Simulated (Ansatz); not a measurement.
Runs of Ansatz 0.2.0 on Ba2Tl5V3O12. It takes space group P-4 (No. 81, tetragonal). The conventional cell has a = 6.545 Å, b = 6.545 Å, c = 13.575 Å, α = 90.00°, β = 90.00°, γ = 90.00°. Ba (site symmetry 2) has 8 O at 2.82 to 2.88 Å as nearest neighbours. V (site symmetry -4) has 4 O at 1.73 Å as nearest neighbours. Around V (site symmetry -4) lie 4 O at 1.74 Å. Around V (site symmetry -4) lie 4 O at 1.73 Å. Tl (site symmetry 2) has 4 O at 2.65 to 2.67 Å as nearest neighbours. Around Tl (site symmetry 2) lie 4 O at 2.69 Å. Tl (site symmetry -4) is surrounded by 4 O at 3.29 Å and 4 Tl at 3.30 Å. O (site symmetry 1) is surrounded by 1 V at 1.73 Å. The cell was built by a generator and needn't be a form met in nature.

```csv
task,level,potentials or basis,cell,k mesh,cutoff (eV),points for each segment of the path,gap on the mesh (eV),pressure (GPa),moment (μB),relaxed volume (Å³/atom),largest force (eV/Å)
relaxation of cell and atoms,PBEsol,Ansatz PAW,relaxed,3 × 3 × 2,420,-,1.26,0.0,0.00,23.43,-
relaxation of cell and atoms,BLYP,Ansatz PAW,relaxed,3 × 3 × 2,420,-,0.70,0.0,0.00,29.90,-
band structure,PBEsol,Ansatz PAW,as given,4 × 4 × 2,420,10,0.92,(c),0.00,-,(b)
single point,PBE,Ansatz NC,as given,4 × 4 × 2,1240,-,0.96,0.0,0.00,-,(a)
band structure,BLYP,Ansatz PAW,as given,4 × 4 × 2,420,10,0.96,1.9,0.00,-,0.28
```

Alike in all rows: spin collinear, ferromagnetic start; smearing fermi-dirac 0.05 eV.

Problem. Fill in the values left out.

Solution. (a) 0.02; (b) 0.36; (c) -2.3.

Caveats: spin-orbit coupling is left out, which as a rule narrows the gap of such compounds by several tenths of an eV; the starting moments weren't kept; the PAW data sets come from PBE, with cores solved anew for the run's functional, which leaves a small shift of forces and pressure (some runs); odd divisions of the mesh miss points on the zone boundary, where band edges often lie, so the gap on the mesh can be too wide (some runs); the plane-wave basis is chosen anew once the cell has moved, so the energies of steps on either side of that aren't comparable (some runs).

A k mesh can miss the band edges, and the runs leave out spin-orbit coupling on Ba, Tl.
